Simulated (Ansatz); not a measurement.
**B(PF3)H3 (BF3H3P): geometry, orbitals and charge**

Aim: characterise B(PF3)H3 (BF3H3P) as a singlet: its structure, frontier levels and distribution of charge.

Program: Ansatz 0.2.0, Gaussian basis. Level of theory: RKS PBE0-D4/def2-TZVP. These are calculated values, not measurements.

Levels to be run: relaxation at B3LYP-D4/def2-SVP; a search for the lowest solution at PBE0-D4/def2-SVP; a single point at PBE0-D4/def2-TZVP; harmonic vibrations at B3LYP-D4/def2-SVP.

### Step 1. Starting geometry

8 atoms, charge 0, spin multiplicity 1.

Atoms are counted from 1 here; the program's logs count them from 0.

Bond lengths: B1–P2 1.870 Å, B1–H6 1.181 Å, B1–H7 1.181 Å, B1–H8 1.181 Å, P2–F3 1.585 Å, P2–F4 1.585 Å, P2–F5 1.586 Å. Angles: P2–B1–H6 104.4°, P2–B1–H7 104.8°, P2–B1–H8 104.8°, H6–B1–H7 113.9°, H6–B1–H8 113.8°, H7–B1–H8 113.8°, B1–P2–F3 122.5°, B1–P2–F4 121.7°, B1–P2–F5 121.6°, F3–P2–F4 94.7°, F3–P2–F5 94.6°, F4–P2–F5 94.6°.

The start is a GFN2-xTB geometry.

### Step 2. Relaxation at B3LYP-D4/def2-SVP

File in.yaml:

```yaml
crystal:
  periodic: [false, false, false]
  atoms:
    - {symbol: B, position_ang: [-0.003560, 0.003880, -1.137220]}
    - {symbol: P, position_ang: [-0.003910, -0.001500, 0.732530]}
    - {symbol: F, position_ang: [-1.338070, 0.088620, 1.583540]}
    - {symbol: F, position_ang: [0.757690, 1.109800, 1.567980]}
    - {symbol: F, position_ang: [0.593590, -1.214500, 1.560560]}
    - {symbol: H, position_ang: [1.140040, -0.042880, -1.430190]}
    - {symbol: H, position_ang: [-0.532040, 1.017240, -1.435490]}
    - {symbol: H, position_ang: [-0.613720, -0.960660, -1.441710]}
basis:
  gaussian: {orbitals: def2-SVP}
hamiltonian: {xc: {name: B3LYP}, dispersion: d4}
scf: {omitted_lower_state_checks: [starts]}
output: {orbitals: {seedname: orbitals}}
relax: {f_tol: 0.02, max_steps: 100}
```

Run with:

```bash
ansatz run in.yaml --threads 4 --pin off --events-out ev --progress --plain --max-ram 3916MiB
```

The runs that follow: Searching for the lowest solution, PBE0-D4/def2-SVP; Single point, PBE0-D4/def2-TZVP; Vibrations by finite differences.

Q: Predict the results of all the runs planned. Wanted: point group; commonest bond, hydrogen aside; HOMO, LUMO at PBE0-D4/def2-TZVP; dipole at B3LYP-D4/def2-SVP; lowest, highest wavenumber.

As calculated:

```
                       quantity                          value
                    point group                            C3v
 commonest bond, hydrogen aside  F–P, 3 of mean length 1.577 Å
HOMO, LUMO at PBE0-D4/def2-TZVP                -9.80, -0.24 eV
    dipole at B3LYP-D4/def2-SVP                         1.45 D
     lowest, highest wavenumber                 171, 2563 cm⁻¹
```

In words: The molecule keeps its bonding pattern by the stored test; the atoms moved 0.08 Å (rms). All wavenumbers are real: a minimum at this level.
